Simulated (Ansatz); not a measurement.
# MoS2: the cost of one run

Method: DFT PBE, scalar-relativistic, plane waves, PAW, in Ansatz 0.2.0.

1 further run of the same task is left out (it didn't finish).

## 1. Starting point

The structure is hexagonal, space group P6_3/mmc (No. 194). The conventional cell has a = 3.192 Å, b = 3.192 Å, c = 13.378 Å, α = 90.00°, β = 90.00°, γ = 120.00°. Mo (site symmetry -6m2) has 6 S at 2.42 Å as nearest neighbours. S (site symmetry 3m) is surrounded by 3 Mo at 2.42 Å.

Coordinates:

```
CELL_PARAMETERS angstrom
3.19224 0.00000 0.00000
-1.59612 2.76456 0.00000
0.00000 0.00000 13.37829
ATOMIC_POSITIONS crystal
Mo 0.66667 0.33333 0.25000
Mo 0.33333 0.66667 0.75000
S 0.66667 0.33333 0.63308
S 0.33333 0.66667 0.36692
S 0.66667 0.33333 0.86692
S 0.33333 0.66667 0.13308
```

Source of the structure: the Materials Project (structure only).

(A quick probe on a coarse mesh, which set the mesh and smearing, is not shown.)

## 3. Relaxing cell and atoms

input.yaml reads:

```yaml
crystal:
  lattice:
    - [3.19223791, 0.0, 0.0]
    - [-1.59611896, 2.76455913, 0.0]
    - [0.0, 0.0, 13.378294]
  atoms:
    - { symbol: Mo, position: [0.66666667, 0.33333333, 0.25] }
    - { symbol: Mo, position: [0.33333333, 0.66666667, 0.75] }
    - { symbol: S, position: [0.66666667, 0.33333333, 0.633082] }
    - { symbol: S, position: [0.33333333, 0.66666667, 0.366918] }
    - { symbol: S, position: [0.66666667, 0.33333333, 0.866918] }
    - { symbol: S, position: [0.33333333, 0.66666667, 0.133082] }
basis:
  ecutwfc: 420
kpoints:
  mp_grid: { grid: [12, 12, 2] }
hamiltonian:
  xc: pbe
scf:
  occupations: { method: gaussian, width: 0.02 }
output:
  forces: true
  stress: true
  eigenvalues: true
relax:
  adjacent_minimum: "off"
  f_tol: 0.005
  max_steps: 80
  cell: { stress_tol: 0.05 }
```

On the command line:

```sh
> ansatz run input.yaml --threads 4 --pin off --max-ram 8192MiB --backend cpu --events-out ev --progress --plain --runs-dir out
```

What time and memory should one allow on 4 threads of Arm Neoverse V2, shared host?

About 28 s, with a peak of 0.52 GiB.
